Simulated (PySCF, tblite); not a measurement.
# C₄H₁₃BN₂: geometry, infrared bands and NMR shifts

Aim: predict the infrared bands and NMR shifts of C₄H₁₃BN₂ (`CC[C@H](C)B(N)N`).

Programs: tblite 0.8.0 and PySCF 2.14.0, with density-fitted response routines of our own. Each step states its level of theory. These are calculated values for one molecule in the gas phase, unless marked as measured. Atoms are numbered from 0 throughout.

## Step 1: The starting structure

20 atoms, charge 0, multiplicity 1; geometry from: force field or distance geometry start.

Bonds of the start (Å): C0–C1 1.52, C1–C2 1.53, C2–C3 1.52, C2–B4 1.61, B4–N5 1.52, B4–N6 1.53, C0–H7 1.10, C0–H8 1.11, C0–H9 1.10, C1–H10 1.12, C1–H11 1.12, C2–H12 1.12, C3–H13 1.11, C3–H14 1.11, C3–H15 1.12, N5–H16 1.04, N5–H17 1.04, N6–H18 1.04, N6–H19 1.05.

## Step 2: Geometry optimisation with GFN2-xTB

Job settings and geometry (Å):

```
{"job": {"kind": "relax", "xc": "GFN2-xTB", "basis": "xTB"}, "charge": 0, "multiplicity": 1}
C      1.631200     0.900300    -1.288300
C      1.437000     0.177600     0.035400
C      0.025400     0.321500     0.619800
C     -0.045700    -0.196000     2.045200
B     -1.075700    -0.437600    -0.281800
N     -0.978900    -1.940500    -0.502800
N     -2.200300     0.349600    -0.954800
H      0.984500     0.458600    -2.067800
H      1.375500     1.975900    -1.175100
H      2.676200     0.818400    -1.610400
H      2.169200     0.600500     0.764200
H      1.691600    -0.905300    -0.084800
H     -0.250600     1.407100     0.654100
H     -1.063500    -0.077800     2.468100
H      0.227600    -1.271300     2.094900
H      0.654900     0.366800     2.711500
H     -0.908600    -2.098200    -1.526900
H     -1.876900    -2.361900    -0.176900
H     -1.758800     1.084600    -1.541100
H     -2.719300     0.838400    -0.185500
```

Run with:

```
OMP_NUM_THREADS=1 python probes_run.py task.json out
```

This one command runs all jobs of the session in turn.

**Question.** This job is followed by: GFN2-xTB harmonic vibrations, gas phase; GIAO PBE0/pcSseg-1 NMR shielding, non-relativistic, gas phase. What will the session give for the following? strongest single infrared mode (GFN2-xTB); zero-point energy (GFN2-xTB); ¹³C shifts against TMS (PBE0/pcSseg-1); ¹H shifts against TMS (PBE0/pcSseg-1, means over atoms taken as alike); ¹¹B shifts against BF3·OEt2 (PBE0/pcSseg-1); ¹⁵N shifts against NH3 (PBE0/pcSseg-1, means over atoms taken as alike).

As calculated:

| quantity | value |
| --- | --- |
| strongest single infrared mode (GFN2-xTB) | 461 cm⁻¹, 283 km/mol |
| zero-point energy (GFN2-xTB) | 111.1 kcal/mol |
| ¹³C shifts against TMS (PBE0/pcSseg-1) | 34.3, 30.6, 22.5, 17.4 ppm |
| ¹H shifts against TMS (PBE0/pcSseg-1, means over atoms taken as alike) | 2.12, 1.36, 1.12, 1.03, 1.01, 0.48 ppm |
| ¹¹B shifts against BF3·OEt2 (PBE0/pcSseg-1) | 28.3 ppm |
| ¹⁵N shifts against NH3 (PBE0/pcSseg-1, means over atoms taken as alike) | 63.0 ppm |

**Reading.** The optimisation took 87 steps and gained 1.754 eV; among the close pairs (by a distance rule), B4–N6 changed most, from 1.529 to 1.404 Å. No mode is imaginary among the 54: a minimum at this level. The strongest single mode, at 461 cm⁻¹, is spread over several atoms, H17, H18, H19 among them. Unscaled tight-binding wavenumbers are off by several per cent, some by more. Its intensities can rank the bands wrongly. At PBE0/pcSseg-1: The largest span, 94 ppm, is at N5, N6, where the paramagnetic term is -113 ppm.
